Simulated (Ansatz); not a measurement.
Below is the output of a Python script on Ansatz 0.2.0, Python API that makes a band structure of IrOs, space group P-6m2. Write a script that gives it. Level of theory: r2SCAN, PAW, the default cutoff (500 eV here), 10×10×5 k-points, Methfessel-Paxton smearing of 0.05 eV.

```
Os Ir
1.0
     2.74362    0.00000    0.00000
    -1.37181    2.37605    0.00000
     0.00000    0.00000    4.36088
Os Ir
1 1
Direct
  0.33333 0.66667 0.00000
  0.66667 0.33333 0.50000
```

```console
$ python bands_iros.py
converged          True
n_iterations       9
n_electrons        33.0
n_kpoints          90
n_pw               711
n_symmetry_ops     4
free_energy_ev     -23346.27728640114
fermi_energy_ev    25.620840703167094
gap on the k mesh: none reported
# site	symbol	l	j	q
# orbitals = lowdin
# n_electrons = 33.000000
# spilling = 0.012069
0	Os	0_5S	-	1.987978
0	Os	0_6S	-	0.956446
0	Os	1_5P	-	5.996168
0	Os	2_5D	-	6.895662
1	Ir	0_5S	-	1.988225
1	Ir	0_6S	-	0.945162
1	Ir	1_5P	-	5.996648
1	Ir	2_5D	-	7.835424

channel 0 - levels within 4 eV of the Fermi level
  G    -3.929  -3.929  -3.600  -2.724  -2.722  -2.426  -2.418  -0.533   0.916
  M    -3.516  -3.329  -2.638   0.641   1.760   2.251   3.428
  K    -3.833  -2.049   0.438   0.695   1.088
  G    -3.929  -3.929  -3.600  -2.724  -2.722  -2.426  -2.418  -0.533   0.916
  A    -3.994  -3.685  -3.683  -0.365  -0.363   0.469
```

One script that gives this output:

Script `bands_iros.py`:
```python
# -*- coding: utf-8 -*-
"""Band structure of IrOs."""

from pathlib import Path
import warnings

import ansatz
import numpy as np

warnings.simplefilter("ignore", ansatz.DeckWarning)

vectors = np.array([
    [2.74362148, 0.0, 0.0],
    [-1.37181074, 2.3760459, 0.0],
    [0.0, 0.0, 4.36088301],
])
structure = (
    ansatz.Lattice.of(vectors)
    .atom("Os", (1 / 3, 2 / 3, 0.0))
    .atom("Ir", (2 / 3, 1 / 3, 0.5))
)

# high-symmetry points in fractions of the reciprocal vectors
path = [
    ("G", (0.0, 0.0, 0.0)),
    ("M", (0.5, 0.0, 0.0)),
    ("K", (0.33333, 0.33333, 0.0)),
    ("G", (0.0, 0.0, 0.0)),
    ("A", (0.0, 0.0, 0.5)),
]
model = (
    structure.calculation()
    .scf(tolerance=1e-07, extra_bands=2)
    .kpoints(10, 10, 5, center="monkhorst-pack")
    .occupations(ansatz.OccupationsMethod.METHFESSEL_PAXTON, width=0.05)
    .functional("r2SCAN")
    .band_structure([point for _, point in path], intervals=10)
    .band_table()
    .populations()
)
session = model.session()
planned = session.plan(threads=1)
out = planned.execute()
r = out.report

for key in ("converged", "n_iterations", "n_electrons", "n_kpoints", "n_pw", "n_symmetry_ops", "free_energy_ev", "fermi_energy_ev"):
    print(f"{key:18s} {r[key]}")

gap = None if "band_edges_ev" not in r else r["band_edges_ev"][1] - r["band_edges_ev"][0]
print("gap on the k mesh:", "none reported" if gap is None else f"{gap:.3f} eV")

files = Path(out.write_results("tables"))
print((files / "populations.tsv").read_text())

bands = out.band_structure()
fermi = bands.fermi_energy_ev
for spin, channel in enumerate(bands.channels):
    print("channel", spin, "- levels within 4 eV of the Fermi level")
    for i, (label, _) in enumerate(path):
        levels = channel.eigenvalues_ev[i * 10] - fermi
        print(f"  {label:3s}", " ".join(f"{e:7.3f}" for e in levels if abs(e) < 4))
```

Notes:
- The settings weren't tested for convergence.
- The computed bands are complete only to about 0.5 eV above the Fermi level.
- For a metal this k-point mesh is coarse: on a finer one energies can move by several to tens of meV an atom and pressures by half a GPa or more, differences at one mesh by less.
- The zero of the levels is a convention of the potentials, so an absolute Fermi energy is no work function.
- The mesh has less symmetry than the crystal, which the program warned of.
- This cell is a computed structure, which may not be the phase found in nature.
- Gaps and levels are Kohn-Sham values on a finite set of k-points, without spin-orbit coupling.
- The script silences the warnings on its input, which a real study should read.

(A comment or docstring line of the script was reworded after the run, the code is as it ran; lines on the test bed's own set-up are left out of the output.)
